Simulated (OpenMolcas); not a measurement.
# AsH3 (arsine) at HF/def2-TZVPPD, part 2 of 2

OpenMolcas 26.06.

## 3. The distorted shape, same level

Contents of mol.xyz:

```xyz
4

As    -0.781510     0.344897    -1.751425
H      0.349900     0.630300     1.059400
H     -1.633710    -0.848203    -1.344325
H      0.368190    -0.555203    -2.179925
```

Contents of job.inp:

```
* AsH3 Hartree-Fock
&GATEWAY
BASLIB=$CurrDir
COORD=mol.xyz
BASIS=def2-TZVPPD
GROUP=NoSym
&SEWARD
&SCF
PRORBITALS=0
```

The basis set def2-TZVPPD is read from a file made from the Basis Set Exchange's data (not shown).

The run is started by

```sh
export MOLCAS_MEM=1860
pymolcas job.inp > job.log
```

The program printed:

```text
--- Start Module: gateway ---

                                              &GATEWAY

                       available to each process: 1.9 GB of memory, 1 thread

 Basis Set     1 Label: AS.DEF2-TZVPPD
 Basis set is read from library:.
 basistype.tbl is not found

 Basis Set     2 Label: H.DEF2-TZVPPD
 Basis set is read from library:.
 basistype.tbl is not found

++    Symmetry information:
      ---------------------

                    Character Table for C1

                             E
                    a        1  x, y, xy, Rz, z, xz, Ry, yz, Rx, I
--

++    Basis set information:
      ----------------------

      Basis set label: AS.DEF2-TZVPPD.........

      Electronic valence basis set:
      ------------------
      Associated Effective Charge  33.000000 au
      Associated Actual Charge     33.000000 au
      Nuclear Model: Point charge

      Shell  nPrim  nBasis  Cartesian Spherical Contaminant
         s      18       7        X
         p      13       5        X
         d       9       5                 X
         f       1       1                 X

      Basis set label: H.DEF2-TZVPPD.........

      Electronic valence basis set:
      ------------------
      Associated Effective Charge   1.000000 au
      Associated Actual Charge      1.000000 au
      Nuclear Model: Point charge

      Shell  nPrim  nBasis  Cartesian Spherical Contaminant
         s       5       3        X
         p       3       3        X
         d       1       1                 X
--

++    Molecular structure info:
      -------------------------

                    ************************************************
                    **** Cartesian Coordinates / bohr, angstrom ****
                    ************************************************

     Center  Label                x              y              z                     x              y              z
        1      AS1             -1.476840       0.651761      -3.309714             -0.781510       0.344897      -1.751425
        2      H2               0.661215       1.191094       2.001976              0.349900       0.630300       1.059400
        3      H3              -3.087264      -1.602871      -2.540406             -1.633710      -0.848203      -1.344325
        4      H4               0.695778      -1.049182      -4.119461              0.368190      -0.555203      -2.179925

                    ***************************************
                    *    InterNuclear Distances / bohr    *
                    ***************************************

               1 AS1           2 H2            3 H3            4 H4
    1 AS1      0.000000
    2 H2       5.751192        0.000000
    3 H3       2.875529        6.518480        0.000000
    4 H4       2.875616        6.518591        4.136593        0.000000

                    *******************************************
                    *    InterNuclear Distances / angstrom    *
                    *******************************************

               1 AS1           2 H2            3 H3            4 H4
    1 AS1      0.000000
    2 H2       3.043400        0.000000
    3 H3       1.521665        3.449431        0.000000
    4 H4       1.521710        3.449490        2.188991        0.000000

                    **************************************
                    *    Valence Bond Angles / degree    *
                    **************************************
                          Atom centers                 Phi
                      3 H3       1 AS1      4 H4        91.99
--

            Nuclear Potential Energy             29.23845512 au

--- Stop Module: gateway /rc=_RC_ALL_IS_WELL_ ---

--- Start Module: seward ---

                                              &SEWARD

                       available to each process: 1.9 GB of memory, 1 thread

               SEWARD will generate:
                  Multipole Moment integrals up to order  2
                  Kinetic Energy integrals
                  Nuclear Attraction integrals (point charge)
                  One-Electron Hamiltonian integrals
                  Velocity integrals
                  Orbital angular momentum around ( -1.4419   0.6076  -3.2416 )
                  Velocity quadrupole around ( -1.4419   0.6076  -3.2416 )
                  Two-Electron Repulsion integrals

                   Integrals are discarded if absolute value <: 1.00E-14
                   Integral cutoff threshold is set to       <: 1.00E-16

            Nuclear Potential Energy             29.23845512 au

      Basis set specifications :
      Symmetry species         a
      Basis functions          105

--- Stop Module: seward /rc=_RC_ALL_IS_WELL_ ---
--- Module seward spent 3 seconds ---

--- Start Module: scf ---

                                                &SCF

                       available to each process: 1.9 GB of memory, 1 thread

++    Input section:
      --------------

      Header of the integral files:

      Cartesian coordinates in angstrom:
      -----------------------------------------------------
      No.  Label        X            Y            Z
      -----------------------------------------------------
       1   AS1       -0.78151000   0.34489700  -1.75142500
       2   H2         0.34990000   0.63030000   1.05940000
       3   H3        -1.63371000  -0.84820300  -1.34432500
       4   H4         0.36819000  -0.55520300  -2.17992500
      -----------------------------------------------------
      Nuclear repulsion energy =   29.23845512
--

++    Orbital specifications:
      -----------------------

      Symmetry species               1
                                     a
      Frozen orbitals                0
      Occupied orbitals             18
      Secondary orbitals            87
      Deleted orbitals               0
      Total number of orbitals     105
      Number of basis functions    105
--

      Molecular charge                           0.000

++    Optimization specifications:
      ----------------------------

      SCF Algorithm: Conventional
      Minimized density differences are used
      Number of density matrices in core                 5
      Maximum number of NDDO SCF iterations            400
      Maximum number of HF SCF iterations              400
      Threshold for SCF energy change             1.00E-09
      Threshold for density matrix                1.00E-04
      Threshold for Fock matrix                   1.50E-04
      Threshold for linear dependence             1.00E-09
      Threshold at which DIIS is turned on        1.50E-01
      Maximum depth in the DIIS procedure                5
      Maximum depth in the BFGS Hessian update          30
      Threshold at which QNR/C2DIIS is turned on  7.50E-02
      Threshold for Norm(delta) (QNR/C2DIIS)      1.00E-03
      All orbitals punched on: SCFORB
--

      Input vectors read from INPORB
      Orbital file label: *Guess orbitals

++ Convergence information
                                   SCF        iterations: Energy and convergence statistics

Iter     Tot. SCF        One-elec.       Two-elec.     Energy      Max Dij or  Max Fij      DNorm      TNorm      AccCon     Time
         Energy          Energy          Energy        Change      Delta Norm                                                in Sec.

 The total and one-electron energies are shifted by a value of      2000. a.u.

   1  -235.466401562 -1166.017687002   901.312830317   0.00E+00    8.86E-01*   1.44E+00*    9.20E+00   3.18E+02   None         0.
   2  -235.643180491 -1182.250100440   917.368464826  -1.77E-01*   5.69E-01*   1.14E-01*    1.68E+00   3.22E+02   EDIIS        0.
   3  -235.726562115 -1167.556979000   902.591961762  -8.34E-02*   2.92E-01*   4.59E-02*    7.92E-01   3.19E+02   EDIIS        0.
   4  -235.757741030 -1176.321014764   911.324818611  -3.12E-02*   2.25E-01*   3.19E-02*    2.89E-01   3.20E+02   EDIIS        0.
   5  -235.763190042 -1171.043371352   906.041726187  -5.45E-03*   5.65E-02*   1.26E-02*    1.15E-01   3.19E+02   EDIIS        0.
   6  -235.766192066 -1174.037769143   909.033121954  -3.00E-03*   1.14E-02*   4.49E-03*    3.56E-02   3.20E+02   c2DIIS       0.
   7  -235.766744637 -1173.184758094   908.179558334  -5.53E-04*   5.11E-03*   1.32E-03*    6.72E-03   3.20E+02   QNRc2DIIS    0.
   8  -235.766773284 -1173.133029372   908.127800965  -2.86E-05*   4.98E-03*   7.55E-04*    3.18E-03   3.20E+02   QNRc2DIIS    0.
   9  -235.766783816 -1173.162330054   908.157091115  -1.05E-05*   5.83E-04    1.43E-04     1.46E-03   3.20E+02   QNRc2DIIS    0.
  10  -235.766784470 -1173.140264737   908.135025145  -6.54E-07*   5.57E-04    9.16E-05     3.44E-04   3.20E+02   QNRc2DIIS    0.
  11  -235.766784670 -1173.146712256   908.141472463  -2.01E-07*   1.39E-04    3.35E-05     1.00E-04   3.20E+02   QNRc2DIIS    0.
  12  -235.766784684 -1173.147300725   908.142060917  -1.36E-08*   1.30E-05    4.82E-06     3.39E-05   3.20E+02   QNRc2DIIS    0.
  13  -235.766784684 -1173.147333330   908.142093523  -2.98E-10    6.25E-06    1.25E-06     6.42E-04   3.20E+02   QNRc2DIIS    0.

       Convergence after  13 Iterations
--

 *****************************************************************************************************************************
 *                                             SCF/KS-DFT Program, Final results                                             *
 *                                                       Final Results                                                       *
 *****************************************************************************************************************************

::    Total SCF energy                              -2235.7667846843
      One-electron energy                           -3173.1473333302
      Two-electron energy                             908.1420935225
      Nuclear repulsion energy                         29.2384551234
      Kinetic energy (interpolated)                  2235.3775069952
      Virial theorem                                    1.0001741440
      Total spin, S(S+1)                                0.0000000000
      Total spin, S                                     0.0000000000
      Max non-diagonal density matrix element           0.0000050415
      Max non-diagonal Fock matrix element              0.0000007294

      No orbitals printed

++    Molecular charges:
      ------------------

      Mulliken charges per centre
      ---------------------------

                AS1     H2      H3      H4
      Total   32.8408  1.2200  0.9696  0.9696

      N-E      0.1592 -0.2200  0.0304  0.0304

      Total electronic charge=   36.000000

      Total            charge=   -0.000000
--

++    Molecular properties:
      ---------------------

      Charge (e):
                      =   -0.0000
      Dipole Moment (debye):
      Origin of the operator (angstrom)=   -0.7630    0.3215   -1.7154
                   X= -1.0627E+00               Y= -8.2779E-01               Z= -2.8363E+00           Total=  3.1400E+00
      Quadrupole Moment (debye*angstrom):
      Origin of the operator (angstrom)=   -0.7630    0.3215   -1.7154
                  XX= -2.1719E+01              XY=  1.6549E-01              XZ= -2.4596E+00              YY= -2.2161E+01
                  YZ= -1.2732E-01              ZZ= -2.6605E+01
      In traceless form (debye*angstrom)
                  XX=  2.6648E+00              XY=  2.4824E-01              XZ= -3.6895E+00              YY=  2.0007E+00
                  YZ= -1.9097E-01              ZZ= -4.6655E+00
--

--- Stop Module: scf /rc=_RC_ALL_IS_WELL_ ---
--- Module scf spent 5 seconds ---

.##################.
.# Happy landing! #.
.##################.

    Timing: Wall=8.49 User=7.07 System=1.40
```

It took 8.7 s on 1 thread of Arm Neoverse V2, shared host; peak memory 0.6 GiB.

## 4. What came out

What follows sums up all 2 parts.

At HF/def2-TZVPPD:

| quantity | value |
| --- | --- |
| first shape: total energy | -2235.93166 Eh |
| first shape: dipole moment | 0.35 D |
| first shape: HOMO energy | -10.38 eV |
| first shape: LUMO energy | 2.04 eV |
| first shape: HOMO–LUMO gap | 12.42 eV |
| distorted shape: total energy | -2235.76678 Eh |
| distorted shape: dipole moment | 3.14 D |
| distorted shape: HOMO energy | -8.37 eV |
| distorted shape: LUMO energy | -1.32 eV |
| distorted shape: HOMO–LUMO gap | 7.05 eV |
| energy change with the As1–H2 bond stretched from 1.522 to 3.043 Å | 4.486 eV |

One bond (distorted shape) is far stretched, which a spin-restricted single reference describes badly; a broken-symmetry solution may lie lower. With the As1–H2 bond stretched from 1.522 to 3.043 Å the energy rises by 4.49 eV (103 kcal/mol). The first shape isn't relaxed at this level, so the change isn't measured from a minimum. A restricted reference can't describe the breaking bond well at this length. Experiment gives 0.20 D for the dipole moment (NIST CCCBDB), so the computed value is 0.15 D (75 %) too high.
